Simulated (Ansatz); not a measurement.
# Sc2SiS: the cost of one run

Computed with Ansatz 0.2.0 (DFT PBE, scalar-relativistic, plane waves, PAW, unless a step's input says otherwise).

1 further run of the same task is left out (it didn't finish). Runs told in other sessions of the task aren't counted.

**1. The system as given**

It takes space group P4/mmm (No. 123, tetragonal). Conventional cell: a = 3.710 Å, b = 3.710 Å, c = 6.453 Å, α = 90.00°, β = 90.00°, γ = 90.00°. Sc (site symmetry 4/mmm) is surrounded by 4 S at 2.62 Å. Sc (site symmetry 4/mmm) has 4 Si at 2.62 Å in its first shell of neighbours. Si (site symmetry 4/mmm) is surrounded by 4 Sc at 2.62 Å. Around S (site symmetry 4/mmm) lie 4 Sc at 2.62 Å.

As a file:

```cif
data_structure
_symmetry_space_group_name_H-M 'P 1'
_symmetry_Int_Tables_number 1
_cell_length_a 3.7097
_cell_length_b 3.7097
_cell_length_c 6.4527
_cell_angle_alpha 90.000
_cell_angle_beta 90.000
_cell_angle_gamma 90.000
_cell_volume 88.80
loop_
_atom_site_label
_atom_site_type_symbol
_atom_site_fract_x
_atom_site_fract_y
_atom_site_fract_z
_atom_site_occupancy
Sc1 Sc 0.00000 0.00000 0.50000 1
Sc2 Sc 0.00000 0.00000 0.00000 1
Si1 Si 0.50000 0.50000 0.00000 1
S1 S 0.50000 0.50000 0.50000 1
```

It is the end of an earlier relaxation with the same method, from a generated guess; it is a trial structure. At a tolerance of 0.05 Å it has space group P4/mmm (No. 123); it has 22.20 Å³/atom, an uncorrected energy of -0.46 eV/atom over the elements.

**2. Bands, states and charges**

File input.yaml:

```yaml
crystal:
  lattice:
    - [3.7096704086, 0.0, 0.0]
    - [0.0, 3.7096704086, 0.0]
    - [0.0, 0.0, 6.4526873624]
  atoms:
    - { symbol: Sc, position: [0.0, 0.0, 0.5] }
    - { symbol: Sc, position: [0.0, 0.0, 0.0] }
    - { symbol: Si, position: [0.5, 0.5, 0.0] }
    - { symbol: S, position: [0.5, 0.5, 0.5] }
basis:
  ecutwfc: 420
kpoints:
  mp_grid: { grid: [12, 12, 8] }
  band_path:
    path:
      - [[0.0, 0.0, 0.0], [0.0, 0.5, 0.0], [0.5, 0.5, 0.0], [0.0, 0.0, 0.0], [0.0, 0.0, 0.5], [0.0, 0.5, 0.5], [0.5, 0.5, 0.5], [0.0, 0.0, 0.5]]
      - [[0.0, 0.5, 0.0], [0.0, 0.5, 0.5]]
      - [[0.5, 0.5, 0.0], [0.5, 0.5, 0.5]]
    npoints: 14
hamiltonian:
  xc: pbe
scf:
  occupations: { method: gaussian, width: 0.1 }
  n_extra_bands: 10
output:
  forces: true
  stress: true
  eigenvalues: true
  populations: true
  dos: { projected: true, de: 0.02, nscf_kmesh: { grid: [15, 15, 10] } }
  bader: true
  write_density: true
  write_potential: true
  elf: true
  volumetric_format: npy
```

Started as:

```bash
ansatz run input.yaml --threads 1 --pin off --max-ram 2560MiB --backend cpu --events-out ev --progress --plain --runs-dir out
```

What time and memory should one allow on 1 thread of AMD EPYC (Zen 3), shared host?

About 2 min, with a peak of 0.62 GiB.
